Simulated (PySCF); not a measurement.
# Hg²⁺: excitation energies in aug-cc-pVTZ-PP with ECP60, part 2 of 2

Wanted: the excitation energy of mercury, up a ladder of methods.

PySCF 2.14.0; aug-cc-pVTZ-PP with ECP60, scalar relativity through the core potential. The scripts are equivalent inputs of a driver's runs. The steps go on from the part before.

### Step 4. Hg²⁺ [Xe] 4f14 5d9 6p1: the ladder of methods

UHF:

File input.py:

```python
from pyscf import gto, scf, dft, mp, cc
import basis_set_exchange as bse
txt = bse.get_basis("aug-cc-pVTZ-PP", elements=["Hg"], fmt="nwchem", header=False)
cut = txt.index("\nECP")
mol = gto.M(atom="Hg 0 0 0", charge=2, spin=2, symmetry="D2h",
            basis=gto.basis.parse(txt[:cut]),
            ecp={"Hg": gto.basis.parse_ecp(txt[cut:])})
mf = scf.UHF(mol)
mf.irrep_nelec = {'Ag': (3, 2), 'B1g': (1, 1), 'B2g': (1, 1), 'B3g': (1, 1), 'B1u': (2, 1), 'B2u': (1, 1), 'B3u': (1, 1)}
mf.kernel()
```

Output:

```text
damping factor = 0
level_shift factor = 0
DIIS = <class 'pyscf.scf.diis.CDIIS'>
diis_start_cycle = 1
diis_space = 10
diis_damp = 0
SCF conv_tol = 1e-09
SCF conv_tol_grad = None
number electrons alpha = 10  beta = 8
cycle= 1 E= -151.083432812254  delta_E= -0.00618  |g|= 0.0311  |ddm|= 0.06
cycle= 2 E= -151.083932675491  delta_E= -0.0005  |g|= 0.0098  |ddm|= 0.0245
cycle= 3 E= -151.084070766354  delta_E= -0.000138  |g|= 0.00385  |ddm|= 0.0184
cycle= 4 E= -151.084104133002  delta_E= -3.34e-05  |g|= 0.000658  |ddm|= 0.0141
cycle= 5 E= -151.084104736568  delta_E= -6.04e-07  |g|= 0.000147  |ddm|= 0.00202
cycle= 6 E= -151.08410475024  delta_E= -1.37e-08  |g|= 2.21e-05  |ddm|= 0.000305
cycle= 7 E= -151.084104750861  delta_E= -6.21e-10  |g|= 3.82e-06  |ddm|= 7.19e-05
converged SCF energy = -151.084104750861  <S^2> = 2.0019815  2S+1 = 3.0013207
```

It used 2.1 s of CPU time after the integrals (shared host).

The occupied shells:

```
shell  electrons  mean orbital energy (eV)  spread (eV)  rms radius (bohr)
 5s α          1                   -163.50            0              0.977
 5s β          1                   -161.53            0              0.977
 5p α          3                   -108.20        1.631               1.11
 5p β          3                   -105.65        1.781               1.11
 5d α          5                   -40.768        1.797               1.50
 5d β          4                   -39.543        0.619               1.50
 6p α          1                   -19.639            0               3.20
```

⟨S²⟩ = 2.002, ⟨L²⟩ = 8.05.

⟨L²⟩ = 8.05 against 12 for a pure F term, so this real determinant mixes terms. Energies and moments cover only the electrons outside the core potential. Spin-orbit coupling, absent here, splits the open shell strongly.

LDA:

input.py differs from the last one in:

```diff
@@ -7,3 +7,3 @@
             ecp={"Hg": gto.basis.parse_ecp(txt[cut:])})
-mf = scf.UHF(mol)
+mf = dft.UKS(mol, xc="LDA,VWN")
 mf.irrep_nelec = {'Ag': (3, 2), 'B1g': (1, 1), 'B2g': (1, 1), 'B3g': (1, 1), 'B1u': (2, 1), 'B2u': (1, 1), 'B3u': (1, 1)}
```

Output:

```text
damping factor = 0
level_shift factor = 0
DIIS = <class 'pyscf.scf.diis.CDIIS'>
diis_start_cycle = 1
diis_space = 10
diis_damp = 0
SCF conv_tol = 1e-09
SCF conv_tol_grad = None
number electrons alpha = 10  beta = 8
XC functionals = LDA,VWN
    P. A. M. Dirac.,  Math. Proc. Cambridge Philos. Soc. 26, 376 (1930)
    F. Bloch.,  Z. Phys. 57, 545 (1929)
    S. H. Vosko, L. Wilk, and M. Nusair.,  Can. J. Phys. 58, 1200 (1980)
cycle= 1 E= -151.644197698364  delta_E= -0.0136  |g|= 0.0849  |ddm|= 0.367
cycle= 2 E= -151.644696734668  delta_E= -0.000499  |g|= 0.0732  |ddm|= 0.0931
cycle= 3 E= -151.645952092955  delta_E= -0.00126  |g|= 0.00249  |ddm|= 0.0378
cycle= 4 E= -151.645953344697  delta_E= -1.25e-06  |g|= 0.00015  |ddm|= 0.00169
cycle= 5 E= -151.645953351102  delta_E= -6.4e-09  |g|= 2.46e-05  |ddm|= 0.000102
cycle= 6 E= -151.645953351289  delta_E= -1.87e-10  |g|= 3.68e-07  |ddm|= 2.89e-05
converged SCF energy = -151.645953351289  <S^2> = 2.0002841  2S+1 = 3.0001894
```

CPU time 1.5 s on a shared host, the integrals not counted.

PBE:

input.py differs from the last one in:

```diff
@@ -7,3 +7,3 @@
             ecp={"Hg": gto.basis.parse_ecp(txt[cut:])})
-mf = dft.UKS(mol, xc="LDA,VWN")
+mf = dft.UKS(mol, xc="PBE")
 mf.irrep_nelec = {'Ag': (3, 2), 'B1g': (1, 1), 'B2g': (1, 1), 'B3g': (1, 1), 'B1u': (2, 1), 'B2u': (1, 1), 'B3u': (1, 1)}
```

Output:

```text
damping factor = 0
level_shift factor = 0
DIIS = <class 'pyscf.scf.diis.CDIIS'>
diis_start_cycle = 1
diis_space = 10
diis_damp = 0
SCF conv_tol = 1e-09
SCF conv_tol_grad = None
number electrons alpha = 10  beta = 8
XC functionals = PBE
    J. P. Perdew, K. Burke, and M. Ernzerhof.,  Phys. Rev. Lett. 77, 3865 (1996)
    J. P. Perdew, K. Burke, and M. Ernzerhof.,  Phys. Rev. Lett. 78, 1396 (1997)
    J. P. Perdew, K. Burke, and M. Ernzerhof.,  Phys. Rev. Lett. 77, 3865 (1996)
    J. P. Perdew, K. Burke, and M. Ernzerhof.,  Phys. Rev. Lett. 78, 1396 (1997)
cycle= 1 E= -151.936001691788  delta_E= -0.0117  |g|= 0.0363  |ddm|= 0.333
cycle= 2 E= -151.93617267342  delta_E= -0.000171  |g|= 0.0246  |ddm|= 0.0502
cycle= 3 E= -151.936314418824  delta_E= -0.000142  |g|= 0.00347  |ddm|= 0.0134
cycle= 4 E= -151.936317046601  delta_E= -2.63e-06  |g|= 0.000191  |ddm|= 0.00267
cycle= 5 E= -151.936317055929  delta_E= -9.33e-09  |g|= 2.98e-05  |ddm|= 0.000186
cycle= 6 E= -151.936317056208  delta_E= -2.79e-10  |g|= 7.25e-07  |ddm|= 3.76e-05
converged SCF energy = -151.936317056208  <S^2> = 2.0005292  2S+1 = 3.0003527
```

It used 2.4 s of CPU time after the integrals (shared host).

PBE0:

input.py differs from the last one in:

```diff
@@ -7,3 +7,3 @@
             ecp={"Hg": gto.basis.parse_ecp(txt[cut:])})
-mf = dft.UKS(mol, xc="PBE")
+mf = dft.UKS(mol, xc="PBE0")
 mf.irrep_nelec = {'Ag': (3, 2), 'B1g': (1, 1), 'B2g': (1, 1), 'B3g': (1, 1), 'B1u': (2, 1), 'B2u': (1, 1), 'B3u': (1, 1)}
```

Output:

```text
damping factor = 0
level_shift factor = 0
DIIS = <class 'pyscf.scf.diis.CDIIS'>
diis_start_cycle = 1
diis_space = 10
diis_damp = 0
SCF conv_tol = 1e-09
SCF conv_tol_grad = None
number electrons alpha = 10  beta = 8
XC functionals = PBE0
    C. Adamo and V. Barone.,  J. Chem. Phys. 110, 6158 (1999)
    M. Ernzerhof and G. E. Scuseria.,  J. Chem. Phys. 110, 5029 (1999)
cycle= 1 E= -151.910453852791  delta_E= -0.008  |g|= 0.0248  |ddm|= 0.259
cycle= 2 E= -151.910616323112  delta_E= -0.000162  |g|= 0.00847  |ddm|= 0.0514
cycle= 3 E= -151.910634848467  delta_E= -1.85e-05  |g|= 0.00293  |ddm|= 0.007
cycle= 4 E= -151.910637326718  delta_E= -2.48e-06  |g|= 0.000404  |ddm|= 0.00401
cycle= 5 E= -151.910637436716  delta_E= -1.1e-07  |g|= 4.25e-05  |ddm|= 0.00101
cycle= 6 E= -151.910637439327  delta_E= -2.61e-09  |g|= 3.04e-06  |ddm|= 0.000122
cycle= 7 E= -151.910637439335  delta_E= -7.67e-12  |g|= 2.83e-07  |ddm|= 9.17e-06
converged SCF energy = -151.910637439335  <S^2> = 2.0007252  2S+1 = 3.0004834
```

It used 3.5 s of CPU time after the integrals (shared host).

r2SCAN:

input.py differs from the last one in:

```diff
@@ -7,3 +7,3 @@
             ecp={"Hg": gto.basis.parse_ecp(txt[cut:])})
-mf = dft.UKS(mol, xc="PBE0")
+mf = dft.UKS(mol, xc="R2SCAN")
 mf.irrep_nelec = {'Ag': (3, 2), 'B1g': (1, 1), 'B2g': (1, 1), 'B3g': (1, 1), 'B1u': (2, 1), 'B2u': (1, 1), 'B3u': (1, 1)}
```

Output:

```text
damping factor = 0
level_shift factor = 0
DIIS = <class 'pyscf.scf.diis.CDIIS'>
diis_start_cycle = 1
diis_space = 10
diis_damp = 0
SCF conv_tol = 1e-09
SCF conv_tol_grad = None
number electrons alpha = 10  beta = 8
XC functionals = R2SCAN
    J. W. Furness, A. D. Kaplan, J. Ning, J. P. Perdew, and J. Sun.,  J. Phys. Chem. Lett. 11, 8208-8215 (2020)
    J. W. Furness, A. D. Kaplan, J. Ning, J. P. Perdew, and J. Sun.,  J. Phys. Chem. Lett. 11, 9248-9248 (2020)
    J. W. Furness, A. D. Kaplan, J. Ning, J. P. Perdew, and J. Sun.,  J. Phys. Chem. Lett. 11, 8208-8215 (2020)
    J. W. Furness, A. D. Kaplan, J. Ning, J. P. Perdew, and J. Sun.,  J. Phys. Chem. Lett. 11, 9248-9248 (2020)
cycle= 1 E= -151.968786270382  delta_E= -0.00918  |g|= 0.0242  |ddm|= 0.269
cycle= 2 E= -151.968956027727  delta_E= -0.00017  |g|= 0.00447  |ddm|= 0.0547
cycle= 3 E= -151.968963218789  delta_E= -7.19e-06  |g|= 0.00089  |ddm|= 0.0107
cycle= 4 E= -151.968963572688  delta_E= -3.54e-07  |g|= 4.33e-05  |ddm|= 0.00326
cycle= 5 E= -151.968963573833  delta_E= -1.15e-09  |g|= 1.49e-05  |ddm|= 0.000153
cycle= 6 E= -151.968963573892  delta_E= -5.93e-11  |g|= 4.89e-06  |ddm|= 9.89e-06
converged SCF energy = -151.968963573892  <S^2> = 2.0011221  2S+1 = 3.000748
```

It used 5.5 s of CPU time after the integrals (shared host).

r2SCANh:

input.py differs from the last one in:

```diff
@@ -7,3 +7,3 @@
             ecp={"Hg": gto.basis.parse_ecp(txt[cut:])})
-mf = dft.UKS(mol, xc="R2SCAN")
+mf = dft.UKS(mol, xc="HYB_MGGA_XC_R2SCANH")
 mf.irrep_nelec = {'Ag': (3, 2), 'B1g': (1, 1), 'B2g': (1, 1), 'B3g': (1, 1), 'B1u': (2, 1), 'B2u': (1, 1), 'B3u': (1, 1)}
```

Output:

```text
damping factor = 0
level_shift factor = 0
DIIS = <class 'pyscf.scf.diis.CDIIS'>
diis_start_cycle = 1
diis_space = 10
diis_damp = 0
SCF conv_tol = 1e-09
SCF conv_tol_grad = None
number electrons alpha = 10  beta = 8
XC functionals = HYB_MGGA_XC_R2SCANH
    M. Bursch, H. Neugebauer, S. Ehlert, and S. Grimme.,  J. Chem. Phys. 156, 134105 (2022)
cycle= 1 E= -151.949439756101  delta_E= -0.00836  |g|= 0.0232  |ddm|= 0.249
cycle= 2 E= -151.949634845504  delta_E= -0.000195  |g|= 0.00387  |ddm|= 0.0561
cycle= 3 E= -151.949644071371  delta_E= -9.23e-06  |g|= 0.0011  |ddm|= 0.0134
cycle= 4 E= -151.949644745023  delta_E= -6.74e-07  |g|= 0.00029  |ddm|= 0.00373
cycle= 5 E= -151.949644767716  delta_E= -2.27e-08  |g|= 7.25e-05  |ddm|= 0.000392
cycle= 6 E= -151.949644769366  delta_E= -1.65e-09  |g|= 2.72e-06  |ddm|= 6.43e-05
cycle= 7 E= -151.94964476937  delta_E= -4.35e-12  |g|= 3.69e-07  |ddm|= 3.95e-06
converged SCF energy = -151.94964476937  <S^2> = 2.0011379  2S+1 = 3.0007585
```

It used 6.7 s of CPU time after the integrals (shared host).

wB97X:

input.py differs from the last one in:

```diff
@@ -7,3 +7,3 @@
             ecp={"Hg": gto.basis.parse_ecp(txt[cut:])})
-mf = dft.UKS(mol, xc="HYB_MGGA_XC_R2SCANH")
+mf = dft.UKS(mol, xc="WB97X")
 mf.irrep_nelec = {'Ag': (3, 2), 'B1g': (1, 1), 'B2g': (1, 1), 'B3g': (1, 1), 'B1u': (2, 1), 'B2u': (1, 1), 'B3u': (1, 1)}
```

Output:

```text
damping factor = 0
level_shift factor = 0
DIIS = <class 'pyscf.scf.diis.CDIIS'>
diis_start_cycle = 1
diis_space = 10
diis_damp = 0
SCF conv_tol = 1e-09
SCF conv_tol_grad = None
number electrons alpha = 10  beta = 8
XC functionals = WB97X
    J.-D. Chai and M. Head-Gordon.,  J. Chem. Phys. 128, 084106 (2008)
cycle= 1 E= -151.94136982281  delta_E= -0.00712  |g|= 0.022  |ddm|= 0.242
cycle= 2 E= -151.941704932538  delta_E= -0.000335  |g|= 0.00544  |ddm|= 0.0789
cycle= 3 E= -151.941752889168  delta_E= -4.8e-05  |g|= 0.00217  |ddm|= 0.0295
cycle= 4 E= -151.941760399251  delta_E= -7.51e-06  |g|= 0.000754  |ddm|= 0.00973
cycle= 5 E= -151.941761253207  delta_E= -8.54e-07  |g|= 0.000232  |ddm|= 0.00244
cycle= 6 E= -151.941761339358  delta_E= -8.62e-08  |g|= 4.65e-05  |ddm|= 0.000668
cycle= 7 E= -151.941761344383  delta_E= -5.03e-09  |g|= 2.73e-06  |ddm|= 0.000269
cycle= 8 E= -151.941761344394  delta_E= -1.01e-11  |g|= 1.62e-07  |ddm|= 9.6e-06
converged SCF energy = -151.941761344394  <S^2> = 2.0004608  2S+1 = 3.0003072
```

It used 7.2 s of CPU time after the integrals (shared host).

wB97X-V:

input.py differs from the last one in:

```diff
@@ -7,3 +7,3 @@
             ecp={"Hg": gto.basis.parse_ecp(txt[cut:])})
-mf = dft.UKS(mol, xc="WB97X")
+mf = dft.UKS(mol, xc="WB97X_V")
 mf.irrep_nelec = {'Ag': (3, 2), 'B1g': (1, 1), 'B2g': (1, 1), 'B3g': (1, 1), 'B1u': (2, 1), 'B2u': (1, 1), 'B3u': (1, 1)}
```

Output:

```text
damping factor = 0
level_shift factor = 0
DIIS = <class 'pyscf.scf.diis.CDIIS'>
diis_start_cycle = 1
diis_space = 10
diis_damp = 0
SCF conv_tol = 1e-09
SCF conv_tol_grad = None
number electrons alpha = 10  beta = 8
XC functionals = WB97X_V
    N. Mardirossian and M. Head-Gordon.,  Phys. Chem. Chem. Phys. 16, 9904-9924 (2014)
NLC functional = WB97X_V
cycle= 1 E= -151.88334428226  delta_E= -0.00734  |g|= 0.0227  |ddm|= 0.205
cycle= 2 E= -151.883691247066  delta_E= -0.000347  |g|= 0.00533  |ddm|= 0.0743
cycle= 3 E= -151.883742799321  delta_E= -5.16e-05  |g|= 0.00206  |ddm|= 0.0282
cycle= 4 E= -151.883751206498  delta_E= -8.41e-06  |g|= 0.000505  |ddm|= 0.01
cycle= 5 E= -151.883751898016  delta_E= -6.92e-07  |g|= 9.43e-05  |ddm|= 0.00193
cycle= 6 E= -151.883751917959  delta_E= -1.99e-08  |g|= 2.96e-05  |ddm|= 0.000478
cycle= 7 E= -151.88375191832  delta_E= -3.61e-10  |g|= 2.51e-06  |ddm|= 5.2e-05
converged SCF energy = -151.88375191832  <S^2> = 2.0004989  2S+1 = 3.0003326
```

It used 5.2 s of CPU time after the integrals (shared host).

M06-L:

input.py differs from the last one in:

```diff
@@ -7,3 +7,3 @@
             ecp={"Hg": gto.basis.parse_ecp(txt[cut:])})
-mf = dft.UKS(mol, xc="WB97X_V")
+mf = dft.UKS(mol, xc="M06L")
 mf.irrep_nelec = {'Ag': (3, 2), 'B1g': (1, 1), 'B2g': (1, 1), 'B3g': (1, 1), 'B1u': (2, 1), 'B2u': (1, 1), 'B3u': (1, 1)}
```

Output:

```text
damping factor = 0
level_shift factor = 0
DIIS = <class 'pyscf.scf.diis.CDIIS'>
diis_start_cycle = 1
diis_space = 10
diis_damp = 0
SCF conv_tol = 1e-09
SCF conv_tol_grad = None
number electrons alpha = 10  beta = 8
XC functionals = M06L
    Y. Zhao and D. G. Truhlar.,  J. Chem. Phys. 125, 194101 (2006)
    Y. Zhao and D. G. Truhlar.,  J. Chem. Phys. 125, 194101 (2006)
    Y. Zhao and D. G. Truhlar.,  Theor. Chem. Acc. 120, 215 (2008)
cycle= 1 E= -152.010143250702  delta_E= -0.00721  |g|= 0.028  |ddm|= 0.22
cycle= 2 E= -152.010288486434  delta_E= -0.000145  |g|= 0.0144  |ddm|= 0.0598
cycle= 3 E= -152.010334643096  delta_E= -4.62e-05  |g|= 0.00312  |ddm|= 0.0151
cycle= 4 E= -152.010337441064  delta_E= -2.8e-06  |g|= 0.000415  |ddm|= 0.00435
cycle= 5 E= -152.010337544841  delta_E= -1.04e-07  |g|= 3.49e-05  |ddm|= 0.00227
cycle= 6 E= -152.01033754623  delta_E= -1.39e-09  |g|= 5.16e-06  |ddm|= 0.000224
cycle= 7 E= -152.010337546242  delta_E= -1.18e-11  |g|= 2.49e-07  |ddm|= 6.24e-06
converged SCF energy = -152.010337546242  <S^2> = 2.0006119  2S+1 = 3.0004079
```

It used 6.2 s of CPU time after the integrals (shared host).

### Step 5. Hg²⁺ [Xe] 4f14 5d9 6p1, continued

MP2 (valence):

Changes to input.py since step 4:

```diff
@@ -7,4 +7,5 @@
             ecp={"Hg": gto.basis.parse_ecp(txt[cut:])})
-mf = dft.UKS(mol, xc="M06L")
+mf = scf.UHF(mol)
 mf.irrep_nelec = {'Ag': (3, 2), 'B1g': (1, 1), 'B2g': (1, 1), 'B3g': (1, 1), 'B1u': (2, 1), 'B2u': (1, 1), 'B3u': (1, 1)}
 mf.kernel()
+mp.UMP2(mf, frozen=4).kernel()
```

No log was kept for this step.

It used 0.93 s of CPU time after the integrals (shared host).

With 10 electrons correlated, the MP2 correlation energy is -0.29952 hartree (-0.10863 same spin, -0.19089 opposite spin); the SCS form gives -0.26528. Largest pairs of shells: 5d-5d -0.2639, 5d-6p -0.0356, 6p-6p 0.0000.

Radial density 4πr²ρ of Hg²⁺ at UHF, the electrons outside the core potential:

```csv
r (bohr),density,spin density
0.0457,1.58e-05,0.000
0.0768,3.99e-05,0.000
0.129,0.000221,0.000
0.217,0.00446,0.000
0.366,0.228,0.007
0.615,6.89,0.219
1.03,17.8,0.899
1.74,5.40,0.639
2.93,0.731,0.451
4.92,0.0715,0.071
8.28,0.000119,0.000
13.9,1.27e-05,0.000
```

### Step 6. How the shells move

Highest occupied Hartree-Fock shell of each state: Hg²⁺ [Xe] 4f14 5d9 6s1 6s α at -27.909 eV; Hg²⁺ [Xe] 4f14 5d9 6p1 6p α at -19.639 eV.

### Step 7. Differences of total energies

Excitation energy: Hg²⁺ [Xe] 4f14 5d10 (1S) → Hg²⁺ [Xe] 4f14 5d9 6s1 (3D).

```
           method  value (eV)
              UHF       5.872
              LDA       5.509
              PBE       5.547
             PBE0       5.770
           r2SCAN       5.567
          r2SCANh       5.633
            wB97X       6.233
          wB97X-V       6.040
            M06-L       6.333
    MP2 (valence)       6.276
SCS-MP2 (valence)       6.374
```

Excitation energy: Hg²⁺ [Xe] 4f14 5d10 (1S) → Hg²⁺ [Xe] 4f14 5d9 6p1 (high-spin determinant).

```
           method  value (eV)
              UHF      14.022
              LDA      14.313
              PBE      14.158
             PBE0      14.343
           r2SCAN      14.235
          r2SCANh      14.288
            wB97X      14.827
          wB97X-V      14.597
            M06-L      14.980
    MP2 (valence)      14.937
SCS-MP2 (valence)      14.967
```

The differences also use runs on Hg²⁺ [Xe] 4f14 5d10 (1S), which are not shown here.

### Step 8. Summary of results

The summary covers parts 1 to 2.

```
                                   quantity                                value
excitation energy, Hg²⁺ → [Xe] 4f14 5d9 6s1    UHF 5.872, MP2 (valence) 6.276 eV
excitation energy, Hg²⁺ → [Xe] 4f14 5d9 6p1  UHF 14.022, MP2 (valence) 14.937 eV
```

For the first difference the methods span 0.865 eV, from LDA (5.509) to SCS-MP2 (valence) (6.374). No reference value is at hand in this session. All values hold for this basis alone; no basis-set limit was taken.
